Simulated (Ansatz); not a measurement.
**TaO (quartet): the correlation ladder, def2-QZVPP**

An exercise on one series of results from a longer session: the logs are not shown, and one member is left open.

Method: def2-QZVPP, core rule «outside noble gas», up to 5 orbitals frozen; program: Ansatz 0.2.0, Gaussian basis.

The runs, in order: UHF; ROHF; CCSD(T) on UHF.

## What is computed

The geometry is a PBE0/def2-TZVP stationary point (not a proven minimum). No spin-orbit coupling is included. Elements past krypton take def2 core potentials.

2 atoms, charge 0, spin multiplicity 4.

Atoms are counted from 1 here; the program's logs count them from 0.

Bond lengths: Ta1–O2 1.699 Å.

The first run:

File in.yaml:

```yaml
crystal:
  periodic: [false, false, false]
  atoms:
    - {symbol: Ta, position_ang: [0.000000, 0.000000, 0.000000]}
    - {symbol: O, position_ang: [0.000000, 0.000000, 1.698600]}
basis:
  gaussian: {orbitals: "def2-QZVPP.json"}
magnetization: {spin_polarized: true, initial_magnetization: 3}
hamiltonian: {xc: hf}
output: {orbitals: {seedname: orbitals}}
```

Run with:

```console
ansatz run in.yaml --threads 1 --pin off --events-out ev --progress --plain --max-ram 4096MiB --backend cpu
```

Steps of the session up to this table: UHF; ROHF; CCSD(T) on UHF.

One table of the session follows, with a row left open; its other results are not shown here.

| method | from UCCSD(T) (meV) |
| --- | --- |
| ROHF | +10636.2 |
| UHF | +10438.8 |
| UMP2 | ? |
| UCCSD | +644.0 |
| UCCSD(T) | 0 |

Estimate the missing values for UMP2.

As computed: from UCCSD(T) (meV): +206.1. In the column «from UCCSD(T) (meV)» it lies between UCCSD(T) (0) and UCCSD (+644.0).
